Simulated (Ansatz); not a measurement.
Crystal: BiS.

```
Bi S
1.0
     2.10927    1.21779    3.50049
    -2.10927    1.21779    3.50049
     0.00000   -2.43558    3.50049
Bi S
1 1
Direct
  0.00000 0.00000 0.00000
  0.50000 0.50000 0.50000
```

The cell was built by a generator and needn't be a form met in nature.

| Property | Result |
| --- | --- |
| Program | Ansatz 0.2.0 |
| Task | single point |
| Functional | PBE |
| Potentials or basis | all-electron LAPW, scalar-relativistic |
| Cutoff | 172 eV (chosen from the basis error) |
| Basis error allowed | 0.001 eV/atom |
| k mesh | 8 × 8 × 8 |
| Occupations | fermi-dirac, width 0.05 eV |
| Spin | no spin polarisation |

On this cell: pressure -1.3 GPa; largest force under 0.003 eV/Å; band gap on the k mesh none (metal or under the smearing width).

The same run follows on a disturbed copy (atoms moved at random, drawn with an rms of 0.05 Å):

```
Bi S
1.0
     2.10927    1.21779    3.50049
    -2.10927    1.21779    3.50049
     0.00000   -2.43558    3.50049
Bi S
1 1
Direct
  0.00889 0.00180 0.00096
  0.51394 0.48407 0.50640
```

Task: What changes?

Result: The energy (extrapolated to zero smearing) moves by +1.0 meV/atom; pressure -1.2 GPa; largest force 0.069 eV/Å; band gap on the k mesh none (metal or under the smearing width).

Forces in eV/Å, atoms in the order of the input:
```
Bi   0.052 -0.031 -0.034
S   -0.052  0.031  0.034
```

Stress tensor (GPa, compression positive):
```
-1.45  0.05  0.02
 0.05 -1.40 -0.01
 0.02 -0.01 -0.88
```

Caveats: spin-orbit coupling is left out, which moves the levels of the heavy elements.
